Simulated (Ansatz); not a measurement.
**FH2ISi: one species, many methods**

One table from this session's results is given with a row withheld; the runs are named, their logs left out.

Program: Ansatz 0.2.0, Gaussian basis. Level of theory: functionals in def2-TZVPP, the program's frozen cores in correlated methods. These are calculated values, not measurements.

The runs, in order: LDA (SPW92), PBE-D4, revPBE-D4, BLYP-D4, r2SCAN-D4, B97M-V, PBE0-D4, B3LYP-D4, r2SCANh-D4, r2SCAN0-D4, HSE06-D4, BHLYP-D4, CAM-B3LYP-D4, LC-ωPBE, ωB97X-V, ωB97M-V, B2PLYP, PBE-QIDH; CCSD(T)/def2-SVP; CCSD(T)/def2-TZVPP; MP2/def2-QZVPP; extrapolation to the limit; RPA on PBE.

### Structure used throughout

All runs share one geometry, relaxed beforehand with PBE0-D4 in a triple-zeta def2 set. I takes the def2 core potential; no spin-orbit term is included.

SMILES `F[SiH2]I`, 5 atoms, charge 0, spin multiplicity 1.

Atoms are counted from 1 here; the program's logs count them from 0.

Bond lengths: F1–Si2 1.592 Å, Si2–I3 2.422 Å, Si2–H4 1.477 Å, Si2–H5 1.477 Å. Angles: F1–Si2–I3 109.3°, F1–Si2–H4 108.3°, F1–Si2–H5 108.3°, I3–Si2–H4 108.9°, I3–Si2–H5 108.9°, H4–Si2–H5 113.0°.

Coordinates:

```
F    -0.4171   -0.2532    1.5472
Si    0.1365   -0.1413    0.0583
I    -1.2299    1.4219   -1.1880
H     0.0401   -1.4721   -0.5739
H     1.5202    0.3710    0.1150
```

The first run:

The input, in.yaml:

```yaml
crystal:
  periodic: [false, false, false]
  atoms:
    - {symbol: F, position_ang: [-0.417077, -0.253237, 1.547168]}
    - {symbol: Si, position_ang: [0.136505, -0.141257, 0.058333]}
    - {symbol: I, position_ang: [-1.229927, 1.421912, -1.188024]}
    - {symbol: H, position_ang: [0.040098, -1.472130, -0.573920]}
    - {symbol: H, position_ang: [1.520201, 0.371011, 0.115042]}
basis:
  gaussian: {orbitals: def2-TZVPP}
hamiltonian: {xc: lda}
output: {orbitals: {seedname: orbitals}}
```

Steps of the session up to this table: LDA; PBE-D4 (GGA); revPBE-D4 (GGA); BLYP-D4 (GGA); r2SCAN-D4 (meta-GGA); B97M-V (meta-GGA); PBE0-D4 (hybrid); B3LYP-D4 (hybrid); r2SCANh-D4 (hybrid); r2SCAN0-D4 (hybrid); HSE06-D4 (hybrid); BHLYP-D4 (hybrid); CAM-B3LYP-D4 (range-separated); LC-ωPBE-D4 (range-separated; the results give it without D4); ωB97X-V (range-separated); ωB97M-V (range-separated); B2PLYP (double hybrid); PBE-QIDH (double hybrid).

One of the session's tables, all rows but one given; the rest of the session is left out.

It belongs to the step «Frontier levels by functional». 

| functional | HOMO (eV) | gap (eV) |
| --- | --- | --- |
| LDA (SPW92) | ? | ? |
| PBE-D4 | -6.81 | 5.41 |
| revPBE-D4 | -6.76 | 5.46 |
| BLYP-D4 | -6.63 | 5.33 |
| r2SCAN-D4 | -7.11 | 6.07 |
| B97M-V | -7.13 | 5.98 |
| PBE0-D4 | -7.96 | 7.41 |
| B3LYP-D4 | -7.71 | 6.93 |
| r2SCANh-D4 | -7.53 | 6.77 |
| r2SCAN0-D4 | -8.16 | 7.83 |
| HSE06-D4 | -7.57 | 6.65 |
| BHLYP-D4 | -8.93 | 9.28 |
| CAM-B3LYP-D4 | -9.20 | 9.66 |
| LC-ωPBE | -10.55 | 12.17 |
| ωB97X-V | -10.21 | 11.73 |
| ωB97M-V | -10.08 | 11.34 |

Estimate the missing values for LDA (SPW92).

As computed: HOMO (eV): -6.94; gap (eV): 5.32. In the column «HOMO (eV)» it lies between r2SCAN-D4 (-7.11) and PBE-D4 (-6.81).
